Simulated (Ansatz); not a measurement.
# C2HCl3Zr: small, medium and large basis sets

One table from this session's results is given with a row withheld; the runs are named, their logs left out.

Program: Ansatz 0.2.0, Gaussian basis. Level of theory: one geometry, several basis sets. These are calculated values, not measurements.

The runs, in order: PBE0-D4/def2-SVP; ωB97M-V/def2-SVP; PBE0-D4/def2-QZVPP; ωB97M-V/def2-QZVPP; the functionals' def2-TZVPP values are taken from earlier runs.

## The geometry

The geometry comes from an earlier relaxation with PBE0-D4 in a triple-zeta def2 set; it is a stationary point, not always the lowest conformer. Zr takes the def2 core potential; no spin-orbit term is included.

7 atoms, charge 0, spin multiplicity 1.

Atoms are counted from 1 here; the program's logs count them from 0.

Bond lengths: C1–C2 1.216 Å, C1–H7 1.068 Å, C2–Zr3 2.151 Å, Zr3–Cl4 2.320 Å, Zr3–Cl5 2.320 Å, Zr3–Cl6 2.320 Å. Angles: C2–C1–H7 180.0°, C1–C2–Zr3 180.0°, C2–Zr3–Cl4 108.1°, C2–Zr3–Cl5 108.1°, C2–Zr3–Cl6 108.1°, Cl4–Zr3–Cl5 110.8°, Cl4–Zr3–Cl6 110.8°, Cl5–Zr3–Cl6 110.8°.

Set-up of the first run:

in.yaml reads:

```yaml
crystal:
  periodic: [false, false, false]
  atoms:
    - {symbol: C, position_ang: [1.848778, -1.264334, 0.254327]}
    - {symbol: C, position_ang: [0.851676, -0.582445, 0.117296]}
    - {symbol: Zr, position_ang: [-0.912151, 0.623705, -0.125441]}
    - {symbol: Cl, position_ang: [-2.674591, -0.778479, -0.680789]}
    - {symbol: Cl, position_ang: [-0.512559, 2.154367, -1.821961]}
    - {symbol: Cl, position_ang: [-1.325607, 1.710388, 1.881782]}
    - {symbol: H, position_ang: [2.724453, -1.863212, 0.374787]}
basis:
  gaussian: {orbitals: def2-SVP}
hamiltonian: {xc: pbe0, dispersion: d4}
output: {orbitals: {seedname: orbitals}}
```

Among the steps run: PBE0-D4 in def2-SVP; ωB97M-V in def2-SVP; PBE0-D4 in def2-QZVPP; ωB97M-V in def2-QZVPP.

One table of the session follows, with a row left open; its other results are not shown here.

It belongs to the step «Density functionals: the series». 

| functional | basis | HOMO (eV) | LUMO (eV) |
| --- | --- | --- | --- |
| PBE0-D4 | def2-SVP | -8.79 | -2.75 |
| PBE0-D4 | def2-TZVPP | -8.78 | -2.78 |
| PBE0-D4 | def2-QZVPP | ? | ? |
| ωB97M-V | def2-SVP | -10.97 | -0.66 |
| ωB97M-V | def2-TZVPP | -10.98 | -0.75 |
| ωB97M-V | def2-QZVPP | -10.99 | -0.77 |

**Question.** Estimate the row for PBE0-D4, def2-QZVPP.

As computed: HOMO (eV): -8.78; LUMO (eV): -2.79.
